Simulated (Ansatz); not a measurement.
# GeAu2 in Ansatz: convergence with ecutrho ratio

Input of the first run (ecutrho ratio 4); the others differ in this setting and in those tied to it:

File input.yaml:

```yaml
crystal:
  lattice:
    - [3.17342528, 0.0, 0.0]
    - [-1.58671264, 2.74826691, 0.0]
    - [0.0, 0.0, 5.80202014]
  atoms:
    - { symbol: Ge, position: [0.0, 0.0, 0.0] }
    - { symbol: Au, position: [0.33333333, 0.66666667, 0.25] }
    - { symbol: Au, position: [0.66666667, 0.33333333, 0.75] }
hamiltonian:
  xc: pbe
  pseudopotentials: { kind: paw_fr }
magnetization:
  noncollinear: true
  spin_orbit: true
kpoints:
  mp_grid: { grid: [8, 8, 4] }
scf:
  occupations: { method: fermi_dirac, width: 0.1 }
output:
  forces: true
  stress: true
  eigenvalues: true
basis:
  ecutrho_ratio: 4
```

Potentials or basis: Ansatz PAW.

The run is started by

```sh
$ ansatz run input.yaml --threads 2 --pin off --max-ram 5632MiB --backend cpu --events-out ev --progress --plain --runs-dir out
```

The cell was built by a generator and needn't be a form met in nature.

Hardware: 2 threads of Intel(R) Xeon(R) Platinum 8488C (Sapphire Rapids), on a shared host.

```
ecutrho ratio  energy less the tightest run, at zero smearing (meV/atom)  SCF cycles  CPU time (s)  peak memory (GiB)
            4                                                      -0.08          10            14                0.6
            5                                                      -0.03          10            15               0.61
            6                                                      -0.02          10            14               0.62
            8                                                       0.00          10            15               0.66
           10                                                       0.00          10            16                0.7
           12                                                       0.00          10            18               0.75
```

Against the tightest run, the energy stays within 1 meV/atom from 4 on. The tightest run that finished is the yardstick and may itself not be fully converged.

Caveat, for the tightest run too: forces of over 1 eV/Å show positions far from the minimum, so gaps and moduli don't describe the material at rest.
